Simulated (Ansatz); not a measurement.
**C4H6F2O: basis-set convergence**

Aim: see how fast density functionals converge with the basis set for C4H6F2O.

Method: one geometry, several basis sets; program: Ansatz 0.2.0, Gaussian basis.

Levels to be run: PBE0-D4/def2-SVP; ωB97M-V/def2-SVP; PBE0-D4/def2-QZVPP; ωB97M-V/def2-QZVPP; the functionals' def2-TZVPP values are taken from earlier runs.

## 1. The relaxed structure

The geometry comes from an earlier relaxation with PBE0-D4 in a triple-zeta def2 set; it is a stationary point, not always the lowest conformer.

SMILES `F[C@@H]1CC[C@H](F)O1`, 13 atoms, charge 0, spin multiplicity 1.

Atoms are counted from 1 here; the program's logs count them from 0.

Bond lengths: F1–C2 1.373 Å, C2–C3 1.527 Å, C2–O7 1.396 Å, C2–H8 1.092 Å, C3–C4 1.526 Å, C3–H9 1.090 Å, C3–H10 1.089 Å, C4–C5 1.513 Å, C4–H11 1.089 Å, C4–H12 1.092 Å, C5–F6 1.380 Å, C5–O7 1.386 Å, C5–H13 1.091 Å. Angles: F1–C2–C3 110.3°, F1–C2–O7 109.7°, F1–C2–H8 106.2°, C3–C2–O7 107.2°, C3–C2–H8 115.6°, O7–C2–H8 107.8°, C2–C3–C4 103.7°, C2–C3–H9 108.0°, C2–C3–H10 111.9°, C4–C3–H9 111.7°, C4–C3–H10 113.2°, H9–C3–H10 108.3°, C3–C4–C5 102.0°, C3–C4–H11 114.1°, C3–C4–H12 111.4°, C5–C4–H11 111.8°, C5–C4–H12 108.8°, H11–C4–H12 108.6° and more.

## 2. PBE0-D4 in def2-SVP

in.yaml reads:

```yaml
crystal:
  periodic: [false, false, false]
  atoms:
    - {symbol: F, position_ang: [-1.612072, 1.641658, 0.368029]}
    - {symbol: C, position_ang: [-1.246306, 0.319711, 0.299988]}
    - {symbol: C, position_ang: [-0.447764, 0.055085, -0.974425]}
    - {symbol: C, position_ang: [0.838425, -0.591512, -0.466966]}
    - {symbol: C, position_ang: [0.900590, -0.088878, 0.958601]}
    - {symbol: F, position_ang: [1.498312, 1.154351, 0.989491]}
    - {symbol: O, position_ang: [-0.417223, 0.005958, 1.377952]}
    - {symbol: H, position_ang: [-2.167212, -0.257416, 0.407603]}
    - {symbol: H, position_ang: [-0.253486, 1.013736, -1.455959]}
    - {symbol: H, position_ang: [-0.997065, -0.573363, -1.674109]}
    - {symbol: H, position_ang: [1.728165, -0.316353, -1.031441]}
    - {symbol: H, position_ang: [0.757754, -1.680477, -0.453653]}
    - {symbol: H, position_ang: [1.438183, -0.717402, 1.669790]}
basis:
  gaussian: {orbitals: def2-SVP}
hamiltonian: {xc: pbe0, dispersion: d4}
output: {orbitals: {seedname: orbitals}}
```

Run with:

```bash
> ansatz run in.yaml --threads 4 --pin off --events-out ev --progress --plain --max-ram 11315MiB
```

The runs that follow: ωB97M-V in def2-SVP; PBE0-D4 in def2-QZVPP; ωB97M-V in def2-QZVPP.

Q: Predict the results of all the runs planned. Wanted: PBE0-D4: double and triple zeta above quadruple; ωB97M-V: double and triple zeta above quadruple.

**Answer**, as computed:

```
                                       quantity           value
PBE0-D4: double and triple zeta above quadruple  14.30, 0.61 eV
ωB97M-V: double and triple zeta above quadruple  14.68, 0.58 eV
```

**Reading.** PBE0-D4 gains 13.69 eV from double to triple zeta, then 0.61 eV more. These are total energies; as a rule much of such shifts cancels in differences, which this series doesn't test. The LUMO of ωB97M-V is positive and keeps falling with the basis (3.20 to 1.69 eV): an unbound level that the basis holds in place.
